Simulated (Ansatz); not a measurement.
**Nickel, bcc: r²SCAN0 after r²SCAN**

How do the levels change when part of the exchange is made exact, and what does it cost? Spin polarisation is left out, though the real metal is magnetic, so these are not its levels. The cell comes from an earlier r²SCAN relaxation. Exact exchange is dear, so the k-mesh is coarse, and r²SCAN is run on the same mesh for comparison.

Method: DFT, plane waves (500 eV) with PBE-made PAW files, scalar-relativistic; functionals as named at each step, in Ansatz 0.2.0.

**1. The starting structure**

The structure is cubic, space group Im-3m (No. 229). Conventional cell: a = 2.756 Å, b = 2.756 Å, c = 2.756 Å, α = 90.00°, β = 90.00°, γ = 90.00°. Ni (site symmetry m-3m) is surrounded by 8 Ni at 2.39 Å.

Coordinates:

```xyz
1
Lattice="-1.3780 1.3780 1.3780 1.3780 -1.3780 1.3780 1.3780 1.3780 -1.3780" Properties=species:S:1:pos:R:3 pbc="T T T"
Ni    0.0000    0.0000    0.0000
```

**2. r²SCAN, coarse mesh**

The run with r²SCAN.

Input file input.yaml:

```yaml
crystal:
  lattice:
    - [-1.3779765464, 1.3779765464, 1.3779765464]
    - [1.3779765464, -1.3779765464, 1.3779765464]
    - [1.3779765464, 1.3779765464, -1.3779765464]
  atoms:
    - { symbol: Ni, position: [0.0, 0.0, 0.0] }
hamiltonian:
  xc: r2scan
  pseudopotentials:
    kind: paw
    azcp:
      Ni: "pseudopotentials/Ni.paw.azcp"
basis:
  ecutwfc: 500
  fft_grid_basis: typed
kpoints:
  mp_grid: { grid: [8, 8, 8], shift: [0, 0, 0] }
magnetization:
  spin_polarized: false
scf:
  occupations: { method: fermi_dirac, width: 0.1 }
output:
  write_density: true
  write_potential: true
  elf: true
  volumetric_format: npy
```

Command:

```sh
> ansatz run input.yaml --threads 4 --pin off --max-ram 8192MiB --backend cpu --events-out ev --progress --plain --runs-dir out
```

**3. r²SCAN0, coarse mesh**

The run with r²SCAN0.

input.yaml, as its differences from that of step 2:

```diff
@@ -8,3 +8,3 @@
 hamiltonian:
-  xc: r2scan
+  xc: r2scan0
   pseudopotentials:
@@ -22,6 +22 @@
   occupations: { method: fermi_dirac, width: 0.1 }
-output:
-  write_density: true
-  write_potential: true
-  elf: true
-  volumetric_format: npy
```

(Steps that only read results are left out.)

What does the calculation give? Wanted: r²SCAN: gap; r²SCAN0: gap.

As calculated:

```
                             quantity                         value
                          r²SCAN: gap  none (levels filled in part)
                         r²SCAN0: gap  none (levels filled in part)
  r²SCAN0: SCF cycles, exchange loops                         33, 5
r²SCAN0: CPU time over that of r²SCAN                            31
```

In words: Both r²SCAN and r²SCAN0 leave levels filled in part. r²SCAN0 cost 31 times the CPU time of r²SCAN. r²SCAN0 needed 5 outer loops of the exchange operator. The total energies in the logs cannot be compared from one functional to another.
